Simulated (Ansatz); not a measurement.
This script makes a convergence test of the plane-wave cutoff of ScNb, space group P-6m2 with Ansatz 0.2.0 through its Python package.

`run_ecut.py`
```python
"""Convergence of ScNb with the plane-wave cutoff."""

import warnings

import ansatz
import matplotlib.pyplot as plt

warnings.simplefilter("ignore", ansatz.DeckWarning)

cell = (
    ansatz.Lattice.of((3.065644, 0.0, 0.0), (-1.532822, 2.654926, 0.0), (0.0, 0.0, 5.072194))
    .atom("Sc", (0.0, 0.0, 0.0))
    .atom("Nb", (1 / 3, 2 / 3, 0.5))
)

base = (
    cell.calculation()
    .pseudopotentials("paw", azcp={"folder": "soft_1"})
    .occupations("fermi_dirac", width=0.1)
    .kpoints(12, 12, 7)
    .functional("pbe")
)

rows = []
for value in [250, 325, 400, 475, 550]:
    report = base.basis(value).run(threads=1).report
    rows.append((value, report["free_energy_ev"] / len(report["lattice"]["sites"]), report["n_iterations"], report["n_pw"]))

print(" cutoff (eV)   F/atom (eV)    iterations   plane waves")
for row in rows:
    print(f"{str(row[0]):>12s}  {row[1]:12.5f}  {row[2]:12d}  {row[3]:12d}")

# the last row is the reference
for row in rows[:-1]:
    shift = 1000 * (row[1] - rows[-1][1])
    print(f"{row[0]}: {shift:+.2f} meV/atom" + ("  (within 2 meV)" if abs(shift) < 2 else ""))
plt.figure(figsize=(4.5, 3))
plt.plot([str(row[0]) for row in rows], [1000 * (row[1] - rows[-1][1]) for row in rows], "o-")
plt.xlabel("cutoff (eV)")
plt.ylabel("F - F(last) (meV/atom)")
plt.tight_layout()
plt.savefig("ecut.png", dpi=100)
```

How fast does the energy converge with the cutoff (threshold 2 meV an atom)?

From 400 eV on it stays within 2 meV an atom of the value at 550 eV; the first row (250 eV) is off by 227.5 meV and the last but one by 0.10 meV. The energy falls steadily, as expected when plane waves are added.

The output:

```console
$ python run_ecut.py
 cutoff (eV)   F/atom (eV)    iterations   plane waves
         250   -3343.65514             8           373
         325   -3343.87677             8           549
         400   -3343.88212             8           725
         475   -3343.88252             8           991
         550   -3343.88262             8          1189
250: +227.47 meV/atom
325: +5.85 meV/atom
400: +0.49 meV/atom  (within 2 meV)
475: +0.10 meV/atom  (within 2 meV)
```

Notes:
- The structure comes from a database of computed cells and needn't be a stable or known phase.
- Shifts are counted from the last row, which is itself no proven limit.
- The script silences the warnings on its input, which a real study should read.
- Wall time of the script: 14 s on 1 thread of Intel(R) Xeon(R) Processor @ 2.30GHz, on a shared host, peak memory 0.62 GiB.
